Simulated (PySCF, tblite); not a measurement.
# C₈H₅FN radical: geometry, infrared bands and EPR parameters

What infrared bands and EPR parameters should C₈H₅FN radical (`C#Cc1c[c]c(N)c(F)c1`) show?

Computed with tblite 0.8.0 and PySCF 2.14.0, with density-fitted response routines of our own, on a single molecule in the gas phase. Atoms count from 0, in the outputs and in this text.

### Step 1. The molecule as given

15 atoms, charge 0, multiplicity 2; geometry from: force field or distance geometry start.

Bonds of the start (Å): C0–C1 1.18, C1–C2 1.45, C2–C3 1.39, C3–C4 1.41, C4–C5 1.39, C5–N6 1.39, C5–C7 1.40, C7–F8 1.34, C7–C9 1.40, C9–C2 1.39, C0–H10 1.07, C3–H11 1.08, N6–H12 1.02, N6–H13 1.01, C9–H14 1.09.

### Step 2. Geometry optimisation with GFN2-xTB

What the job is given:

```
{"job": {"kind": "relax", "xc": "GFN2-xTB", "basis": "xTB"}, "charge": 0, "multiplicity": 2}
C     -2.592000     1.957300    -1.944700
C     -1.772800     1.318400    -1.378300
C     -0.767000     0.540700    -0.679700
C     -0.067100    -0.440100    -1.371200
C      0.899300    -1.201300    -0.684400
C      1.181600    -0.967200     0.651400
N      2.113000    -1.753500     1.317000
C      0.456000     0.025100     1.324300
F      0.685600     0.248700     2.623700
C     -0.523000     0.777700     0.671000
H     -3.342400     2.531800    -2.455300
H     -0.261300    -0.652700    -2.411300
H      2.345500    -1.524500     2.288200
H      2.704400    -2.399600     0.804800
H     -1.064200     1.547200     1.222600
```

Command:

```sh
OMP_NUM_THREADS=1 python probes_run.py task.json out
```

The driver reads the jobs from task.json and runs them one after another.

**Question.** This job is followed by: GFN2-xTB harmonic vibrations, gas phase; UKS B3LYP, pcH-1 on C F H N, non-relativistic, mean-field spin-orbit, GIAO. Predict these results of the whole session: strongest single infrared mode (GFN2-xTB); zero-point energy (GFN2-xTB); g(iso) (B3LYP); ⟨S²⟩; largest a(iso) (averaged by class); surface potential, 1st and 99th percentile.

As calculated:

| quantity | value |
| --- | --- |
| strongest single infrared mode (GFN2-xTB) | 490 cm⁻¹, 421 km/mol |
| zero-point energy (GFN2-xTB) | 63.3 kcal/mol |
| g(iso) (B3LYP) | 2.00231 |
| ⟨S²⟩ | 0.757 (exact 0.75) |
| largest a(iso) (averaged by class) | 13C on C4, 388.8 MHz |
| surface potential, 1st and 99th percentile | -0.87 V and 1.98 V |

**Reading.** The optimisation took 33 steps and gained 0.227 eV; among the close pairs (by a distance rule), C3–C4 changed most, from 1.409 to 1.351 Å. All 39 modes are real, so the xTB geometry is a minimum. The strongest single mode, at 490 cm⁻¹, is carried by H12, H13, N6. GFN2-xTB is a fitted tight-binding method: band positions and strengths are rough. Its intensities can rank the bands wrongly. Most of the unpaired spin sits on C4 (1.02 e). The isotropic g lies 0.0 ppt below the free-electron value.
